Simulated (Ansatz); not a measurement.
**Ga2HCl (singlet): wave-function methods side by side at a displaced geometry (v1), cc-pVDZ**

How much of the correlation energy of Ga2HCl (singlet) does each wave-function method recover here?

Program: Ansatz 0.2.0, Gaussian basis. Level of theory: cc-pVDZ, core rule «outside noble gas», up to 33 orbitals frozen. These are calculated values, not measurements.

Plan: UHF; CCSD(T) on RHF; BCCD(T) on RHF; CISD; CCSDT(Q) on RHF; CASSCF and MRCISD+Q, 8 electrons in 8 orbitals; CASSCF and NEVPT2, 8 electrons in 8 orbitals.

29 further runs of the same task are left out: 20 that didn't finish, 9 set aside as unsound or not needed.

## (1) What is computed

The geometry is a PBE0/def2-TZVP stationary point (not a proven minimum) with its atoms shifted at random (size 0.040 Å). No spin-orbit coupling is included. The filled d shell of Ga may be among the frozen orbitals whatever the setting's name suggests; the logs give the count.

4 atoms, charge 0, spin multiplicity 1.

Atoms are counted from 1 here; the program's logs count them from 0.

Bond lengths: Cl1–Ga2 2.207 Å, Ga2–Ga3 2.743 Å, Ga3–H4 1.795 Å. Angles: Cl1–Ga2–Ga3 145.9°, Ga2–Ga3–H4 48.1°.

## (2) UHF

Input file in.yaml:

```yaml
crystal:
  periodic: [false, false, false]
  atoms:
    - {symbol: Cl, position_ang: [-0.018803, 0.391228, 2.708985]}
    - {symbol: Ga, position_ang: [-0.018185, -0.410670, 0.653000]}
    - {symbol: Ga, position_ang: [0.028630, 0.193926, -2.022366]}
    - {symbol: H, position_ang: [-0.061172, 1.232023, -0.560894]}
basis:
  gaussian: {orbitals: cc-pVDZ}
magnetization: {spin_polarized: true, initial_magnetization: 0}
hamiltonian: {xc: hf}
output: {orbitals: {seedname: orbitals}}
```

The run is started by

```console
$ ansatz run in.yaml --threads 1 --pin off --events-out ev --progress --plain --max-ram 2393MiB
```

Further steps of the session: CCSD(T) on RHF; BCCD(T) on RHF; CISD; CCSDT(Q) on RHF; CASSCF and MRCISD+Q, 8 electrons in 8 orbitals; CASSCF and NEVPT2, 8 electrons in 8 orbitals.

Before running them: what should the planned runs give, taken together? Wanted: RCCSDT(Q) below the RHF energy; RMP2 from RCCSDT(Q); RCCSD from RCCSDT(Q); RCCSD(T) from RCCSDT(Q); NEVPT2 frontier from RCCSDT(Q); MRCISD+Q frontier from RCCSDT(Q); T1 diagnostic.

**Answer**, as computed:

| quantity | value |
| --- | --- |
| RCCSDT(Q) below the RHF energy | -7.8285 eV |
| RMP2 from RCCSDT(Q) | +1308.7 meV |
| RCCSD from RCCSDT(Q) | +261.4 meV |
| RCCSD(T) from RCCSDT(Q) | +51.3 meV |
| NEVPT2 frontier from RCCSDT(Q) | +1118.7 meV |
| MRCISD+Q frontier from RCCSDT(Q) | +93.1 meV |
| levels within 1 kcal/mol (43 meV) | RCCSDT |
| T1 diagnostic | 0.015 |

RCCSD(T) lands +51.3 meV from the yardstick (0.7 % of the correlation energy). Of the multireference levels listed MRCISD+Q frontier comes nearest in total energy (+93.1 meV), which doesn't show that its space is the better one. These misses are within one basis, not against nature.
